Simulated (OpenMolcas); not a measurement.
# Ta⁴⁺ among point charges: CASSCF and CASPT2 levels and susceptibility

How does a field of 6 point charges split the states of Ta⁴⁺, and what χT follows?

Program: OpenMolcas 26.06. Level of theory: state-averaged CASSCF and CASPT2, spin-orbit coupling by RASSI with atomic mean-field integrals. These are calculated values, not measurements, unless marked.

## 1. The atom as given

* Species: Ta⁴⁺ (tantalum, Z = 73, 69 electrons)
* Basis: ANO-RCC-VTZP [8s7p5d3f2g1h], 104 functions
* Scalar Hamiltonian: DKH2, point nucleus
* Inactive shells: 1s 2s 2p 3s 3p 3d 4s 4p 4d 4f 5s 5p
* Active space: 1 electron in 5 orbitals (5d)
* Some configurations of this space: 5d
* Orbitals: optimised for each spin and parity, averaged over all roots

Outer shells as boxes (Hund's rule):

5d
```
5d [↑ ][  ][  ][  ][  ]
```

The ion sits among 6 point charges of -1.7 e arranged as a trigonal antiprism (D3d), 2.21 Å from the ion, with a polar angle of 49.8° against the regular 54.74°.

The work runs as a chain of OpenMolcas steps in one folder; each step below is one input file. Labels, J, g values, rates, χT and fits are worked out afterwards by a script from the matrices that RASSI stores. The input lists half of the charges; inversion (Group=XYZ) makes the rest.

## 2. Basis and integrals

File a.inp:

```
&GATEWAY
Coord
1

Ta 0.0 0.0 0.0
Basis=ANO-RCC-VTZP
Group=XYZ
NoMove
AngMom=0.0 0.0 0.0
AMFI
XField
3 Angstrom 0
0.000000 1.688223 1.426184 -1.700000
1.462044 -0.844112 1.426184 -1.700000
1.462044 0.844112 -1.426184 -1.700000
&SEWARD
```

Launch:

```console
$ OMP_NUM_THREADS=1 MOLCAS_MEM=1689 MOLCAS_PROJECT=a pymolcas a.inp > a.log
```

What it wrote:

```text
Basis set label: TA.ANO-RCC...8S7P5D3F2G1H.

      Electronic valence basis set:
      ------------------
      Associated Effective Charge  73.000000 au
      Associated Actual Charge     73.000000 au
      Nuclear Model: Point charge

      Shell  nPrim  nBasis  Cartesian Spherical Contaminant
         s      24       8        X
         p      21       7        X
         d      15       5                 X
         f      11       3                 X
         g       4       2                 X
         h       2       1                 X
                  Relativistic Douglas-Kroll-Hess integrals:
                    - DKH order of Hamiltonian: 2
                    - DKH order of Properties : 0
                  Atomic mean-field integrals
```

## 3. CASSCF: doublets of even parity, 5 roots

File a.inp:

```
&RASSCF
FileOrb=start.orb
Symmetry=1
Spin=2
nActEl=1 0 0
Inactive=15 19
Ras2=5 0
CIRoot=5 5 1
SDav=5
CIMx=300
Iter=120 100
PrWF=0.3
OrbListing=Nothing
MaxOrb=0
>>> COPY $Project.JobIph JOB001
```

Launch:

```console
$ OMP_NUM_THREADS=1 MOLCAS_MEM=1689 MOLCAS_PROJECT=a pymolcas a.inp > a.log
```

start.orb holds the contracted functions of the basis, ordered by shell, or the orbitals of the step before.

What it wrote, shortened:

```text
[...]
      Number of active orbitals                  5
[...]
      Spin quantum number                      0.5
[...]
      Active orbitals                            5   0
[...]
      Number of CSFs                             5
      Number of root(s) required                 5
[...]
      Convergence after 11 iterations
[...]
      Natural orbitals and occupation numbers for root  1
      sym 1:   1.000000   0.000000   0.000000  -0.000000   0.000000
      Natural orbitals and occupation numbers for root  2
      sym 1:   0.000000   1.000000  -0.000000   0.000000   0.000000
      Natural orbitals and occupation numbers for root  3
      sym 1:  -0.000000   0.000000   1.000000   0.000000  -0.000000
::    RASSCF root number  1 Total energy: -15596.82467026
::    RASSCF root number  2 Total energy: -15596.82467025
::    RASSCF root number  3 Total energy: -15596.80399724
::    RASSCF root number  4 Total energy: -15596.76862220
::    RASSCF root number  5 Total energy: -15596.76862216
```

## 4. RASSI: spin-orbit coupling between the states

File a.inp:

```
&RASSI
NrOfJobIphs=1 5
1 2 3 4 5
IphNames
JOB001
EJob
SpinOrbit
DIPRint=1.0
SOCoupling=1000.0
Subsets=2
Property=9
'ANGMOM' 1 'ANGMOM' 2 'ANGMOM' 3 'MLTPL  1' 1 'MLTPL  1' 2 'MLTPL  1' 3
'AMFI' 1 'AMFI' 2 'AMFI' 3
SOProperty=3
'ANGMOM' 1 'ANGMOM' 2 'ANGMOM' 3
```

What it wrote, shortened:

```text
SPIN-FREE ENERGIES:
  (Shifted by EMIN (a.u.) =     -15596.8246702558)
 SF State       Relative EMIN(au)   Rel lowest level(eV)    D:o, cm**(-1)      L_eff
     1             0.0000000000        0.0000000000              0.0000         2.0
     2             0.0000000068        0.0000001847              0.0015         2.0
     3             0.0206730206        0.5625415481           4537.2036         2.0
     4             0.0560480564        1.5251453122          12301.1265         2.0
     5             0.0560480961        1.5251463902          12301.1352         2.0
     Dipole printing threshold changed to   1.00000000E+00
Eigenvalues of complex Hamiltonian:
   -----------------------------------
  (Shifted by EMIN (a.u.) =     -15596.8246702558)
 SO State       Relative EMIN(au)   Rel lowest level(eV)    D:o, cm**(-1)     J-value
     1            -0.0120367231        0.0000000000              0.0000         1.0
     2            -0.0120367231        0.0000000000              0.0000         1.0
     3             0.0045846500        0.4522906024           3647.9697         1.3
     4             0.0045846500        0.4522906024           3647.9697         1.3
     5             0.0198960696        0.8689355560           7008.4379         1.8
     6             0.0198960696        0.8689355560           7008.4379         1.8
     7             0.0577994116        1.9003380353          15327.2599         2.1
     8             0.0577994116        1.9003380353          15327.2599         2.1
     9             0.0625257717        2.0289488434          16364.5760         1.9
    10             0.0625257717        2.0289488434          16364.5760         1.9
Weights of the five most important spin-orbit-free states for each spin-orbit state.
[...]
```

These steps took 3 s in all on 1 thread, shared host.

Spin-free states, with their symmetry labels:

```csv
state,degeneracy,E (cm-1),free-ion L (%)
2E,2,0,D (100)
2A1,1,4537,D (100)
2E,2,12301,D (100)
```

With spin-orbit coupling:

```
E (cm-1)  Degeneracy  Label  2S+1               g
     0.0           2   E3/2     2  0.00 0.00 1.67
    3648           2   E1/2     2  0.79 0.79 2.39
    7008           2   E1/2     2  0.78 1.18 1.18
   15327           2   E1/2     2  0.82 1.61 1.61
   16365           2   E3/2     2  0.00 0.00 3.52
```

Principal g values are given for doublets only; a zero marks a field direction without first-order Zeeman splitting.

Powder χT (cm³ K/mol): 0.09 at 2 K, 0.09 at 5 K, 0.09 at 10 K, 0.09 at 20 K, 0.09 at 50 K, 0.10 at 100 K, 0.10 at 150 K, 0.10 at 200 K, 0.11 at 250 K, 0.11 at 300 K.

## 5. CASPT2: IPEA 0.25, imaginary shift 0.1 (closed shells correlated: 4f 5s 5p)

File a.inp:

```
>>> COPY JOB001 $Project.JobIph
&CASPT2
Multistate=5 1 2 3 4 5
NoMult
Frozen=14 9
IPEA=0.25
Imaginary=0.1
MaxIter=60
WThr=0.0 0.3 0.05
PrWF=0.5
NoMix
```

What it wrote:

```text
Orbital specifications:
      -----------------------

      Symmetry species                           1   2
                                                ag  au
      Frozen orbitals                           14   9
      Inactive orbitals                          1  10
      Active orbitals                            5   0
      Secondary orbitals                        31  34
      Deleted orbitals                           0   0
      Number of basis functions                 51  53
Type of calculation                        SS-CASPT2
      Fock operator                              state-specific
      IPEA shift                                 0.25
      Real shift                                 0.00
      Imaginary shift                            0.10
      The input orbitals will be transformed to quasi-canonical
Reference energy:      -15596.8246702558
      E2 (Non-variational):      -1.0881376478
      Shift correction:          -0.0001371524
      E2 (Variational):          -1.0882748002
      Total energy:          -15597.9129450560
      Residual norm:              0.0000001593
      Reference weight:           0.90876
      Contributions to the CASPT2 correlation energy
      Active & Virtual Only:          0.0000000001
      One Inactive Excited:          -0.0613453345
      Two Inactive Excited:          -1.0267923134
Reference energy:      -15596.8246702490
      E2 (Non-variational):      -1.0885088295
      Shift correction:          -0.0001378720
      E2 (Variational):          -1.0886467015
      Total energy:          -15597.9133169505
      Residual norm:              0.0000001640
      Reference weight:           0.90862
      Contributions to the CASPT2 correlation energy
      Active & Virtual Only:          0.0000000001
      One Inactive Excited:          -0.0617180102
      Two Inactive Excited:          -1.0267908193
::    CASPT2 Root  1     Total energy: -15597.91294506
::    CASPT2 Root  2     Total energy: -15597.91331695
::    CASPT2 Root  3     Total energy: -15597.89247207
::    CASPT2 Root  4     Total energy: -15597.85824010
::    CASPT2 Root  5     Total energy: -15597.85862275
```

This run: 2.3 s of run time, 1 thread, shared host.

SS-CASPT2: lowest energy less the reference's lowest, -1.0885 hartree; reference weights 0.909.

Spin-free states, with their symmetry labels:

```csv
state,degeneracy,E (cm-1),free-ion L (%)
2E,2,0,D (100)
2A1,1,4534,D (100)
2E,2,12005,D (100)
```

With spin-orbit coupling:

| E (cm-1) | Degeneracy | Label | 2S+1 | g |
| --- | --- | --- | --- | --- |
| 0 | 2 | E3/2 | 2 | 0.00 0.00 1.68 |
| 3640 | 2 | E1/2 | 2 | 0.80 0.80 2.34 |
| 7000 | 2 | E1/2 | 2 | 0.86 1.15 1.15 |
| 15080 | 2 | E1/2 | 2 | 0.81 1.65 1.65 |
| 16090 | 2 | E3/2 | 2 | 0.00 0.00 3.52 |

Powder χT (cm³ K/mol): 0.09 at 2 K, 0.09 at 5 K, 0.09 at 10 K, 0.09 at 20 K, 0.09 at 50 K, 0.10 at 100 K, 0.10 at 150 K, 0.10 at 200 K, 0.11 at 250 K, 0.11 at 300 K.

## 6. The methods side by side

A. CASSCF
B. SS-CASPT2, IPEA 0.25, imaginary shift 0.1 (closed shells correlated: 4f 5s 5p)

```csv
method,ground state,first state of that spin (cm-1),first gap with spin-orbit (cm-1),χT at 300 K
A,2E,2A1 4537,3648.0,0.11
B,2E,2A1 4534,3638.7,0.11
```

## 7. Results

| quantity | value |
| --- | --- |
| method | SS-CASPT2, IPEA 0.25, imaginary shift 0.1 (closed shells correlated: 4f 5s 5p) |
| spin-free ground state | 2E, 2-fold in its orbital part |
| first state of the same spin within the active space | 2A1 at 4530 cm⁻¹ |
| lowest level | 2-fold E3/2, g = 0.00, 0.00, 1.68 |
| next level | 3638.7 cm⁻¹ |
| χT at 300 K | 0.11 cm³ K/mol |
| effective moment at 300 K | 0.95 μB |

Cost by method:

```csv
method,time of its own steps,time with the reference
A. CASSCF,3 s,3 s
"B. SS-CASPT2, IPEA 0.25, imaginary shift 0.1, +4f 5s 5p",2.3 s,5.3 s
```

Times are of one thread on a shared host.

The spin-free ground state (2E) comes to 100 % from free-ion D terms and keeps the highest spin of the shell. χT at 300 K is 0.11, against 0.38 cm³ K/mol for the spin alone, so orbital moment lowers it. CASPT2 does not keep the components of a term degenerate, and the means are used. The field of point charges can differ much from that of real complexes. This is an electrostatic model: the charges have no orbitals.
